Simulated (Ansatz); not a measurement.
# C2H2ClFSi: the cost of one run

All numbers below are computed with Ansatz 0.2.0 (UKS PBE0/def2-SVP).

1 further run of the same task is left out (it didn't finish).

### 1 The starting structure

Bond lengths: F1–C2 1.405 Å, C2–C3 1.354 Å, C3–Cl4 1.644 Å, C2–Si5 1.776 Å, C3–Si5 1.799 Å, Si5–H6 1.512 Å, Si5–H7 1.483 Å. Angles: F1–C2–C3 123.3°, F1–C2–Si5 133.3°, C3–C2–Si5 68.7°, C2–C3–Cl4 122.9°, C2–C3–Si5 66.8°, Cl4–C3–Si5 138.0°, C2–Si5–C3 44.5°, C2–Si5–H6 118.3°, C2–Si5–H7 119.8°, C3–Si5–H6 112.1°, C3–Si5–H7 114.6°, H6–Si5–H7 121.2°.

As a file:

```xyz
7

F     1.1902   -1.4442    1.0880
C     0.2324   -0.4324    0.9029
C    -0.7937   -0.5316    0.0249
Cl   -1.0961   -1.8945   -0.8437
Si    0.1511    0.9886   -0.1598
H    -0.6181    2.1983    0.3197
H     0.9955    1.0477   -1.3777
```

### 2 Relaxing end A

Contents of input.yaml:

```yaml
crystal:
  periodic: [false, false, false]
  atoms:
    - { symbol: F, position_ang: [1.1902, -1.4442, 1.088] }
    - { symbol: C, position_ang: [0.2324, -0.4324, 0.9029] }
    - { symbol: C, position_ang: [-0.7937, -0.5316, 0.0249] }
    - { symbol: Cl, position_ang: [-1.0961, -1.8945, -0.8437] }
    - { symbol: Si, position_ang: [0.1511, 0.9886, -0.1598] }
    - { symbol: H, position_ang: [-0.6181, 2.1983, 0.3197] }
    - { symbol: H, position_ang: [0.9955, 1.0477, -1.3777] }
magnetization:
  spin_polarized: true
basis:
  gaussian: { orbitals: def2-SVP }
hamiltonian:
  xc: pbe0
relax:
  f_tol: 0.02
  max_steps: 50
output:
  orbitals: {}
```

The run is started by

```console
$ ansatz run input.yaml --threads 2 --pin off --max-ram 3072MiB --backend cpu --events-out ev --progress --plain --runs-dir out
```

**Question.** How long does this run take on 2 threads of Arm Neoverse V1, shared host, and how much memory does it need?

About 30 s, with a peak of 0.25 GiB.
